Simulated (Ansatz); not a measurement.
A run of Ansatz 0.2.0 is set up as follows.

Contents of input.yaml:

```yaml
crystal:
  lattice:
    - [2.811153, 0.0, 0.0]
    - [0.0, 2.811153, 0.0]
    - [0.0, 0.0, 2.811153]
  atoms:
    - { symbol: Be, position: [0.5, 0.5, 0.5] }
    - { symbol: Li, position: [0.0, 0.0, 0.0] }
kpoints:
  mp_grid: { grid: [9, 9, 9] }
  band_path:
    path:
      - [0.0, 0.0, 0.0]
      - [0.0, 0.5, 0.0]
      - [0.5, 0.5, 0.0]
      - [0.0, 0.0, 0.0]
      - [0.5, 0.5, 0.5]
      - [0.0, 0.5, 0.0]
    npoints: 10
scf:
  occupations: { method: fermi_dirac, width: 0.05 }
hamiltonian:
  xc: pbe
  pseudopotentials: { kind: all_electron, lapw: { basis_error: 0.001 } }
output:
  forces: true
  stress: true
  eigenvalues: true
```

Potentials or basis: all-electron LAPW, scalar-relativistic.

Launch:

```sh
$ ansatz run input.yaml --threads 1 --pin off --max-ram 3072MiB --backend cpu --events-out ev --progress --plain --runs-dir out
```

Predict the pressure.

0.4 GPa.

Predict the band gap along the path.

none (metal or under the smearing width).

Levels at the corners of the path, in eV from the Fermi level:
```tsv
point	band 2	band 3	band 4	band 5	band 6
Γ	-44.68	-6.56	6.13	6.13	6.13
X	-44.66	-3.87	-2.33	8.91	8.91
M	-44.64	-1.14	-1.14	1.27	5.99
Γ	-44.68	-6.56	6.13	6.13	6.13
R	-44.63	2.35	2.35	2.35	4.96
X	-44.66	-3.87	-2.33	8.91	8.91
```
